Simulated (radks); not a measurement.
# Taking charge from the 1s level of P in fractions

The task here is to estimate one member of a computed series from the others.

Program: radks (a radial shooting solver on a logarithmic mesh, Libxc functionals) version 1. Level of theory: scalar-relativistic Kohn-Sham, BLYP, spin-polarised, spherical densities, finite nucleus; open shells are filled with parallel spins first. These are calculated values, not measurements, unless marked.

## What is computed

* element: phosphorus (Z = 15)
* charge: 0
* electrons: 15
* configuration: 1s(up 1, down 1) 2s2 2p6 3s2 3p3
* nuclear rms radius: 3.1889 fm

A shell typed twice in an input gives spin up, then spin down.

The first run:

Input:

```text
Z 15
configuration 1s1 1s1 2s2 2p6 3s2 3p3
relativity scalar-relativistic
functional b88,lyp
spin polarised
nucleus finite rms 3.1889 fm
c 137.035999084
```

Steps of the session up to this table: Start: 1s(up 1, down 1) 2s2 2p6 3s2 3p3.

One table of the session follows, with a row left open; its other results are not shown here.

It belongs to the step «Start: 1s(up 1, down 1) 2s2 2p6 3s2 3p3». Sizes of the orbitals, from the radial functions (bohr):

```
  level     <r>  outermost maximum (interpolated)  90 % within  nodes
  2s up  0.5203                             0.419        0.818      1
2s down  0.5203                             0.419        0.818      1
  2p up  0.4855                             0.353        0.813      0
2p down  0.4855                             0.354        0.813      0
  3s up       ?                                 ?            ?      ?
3s down   1.911                              1.56         2.94      2
  3p up   2.331                              1.82         3.69      1
3p down   2.520                              1.85         4.11      1
```

Q: Estimate the row for 3s up from the others.

As computed: <r>: 1.884; outermost maximum (interpolated): 1.57; 90 % within: 2.87; nodes: 2. In the column «<r>» it lies between 2s down (0.5203) and 3s down (1.911).
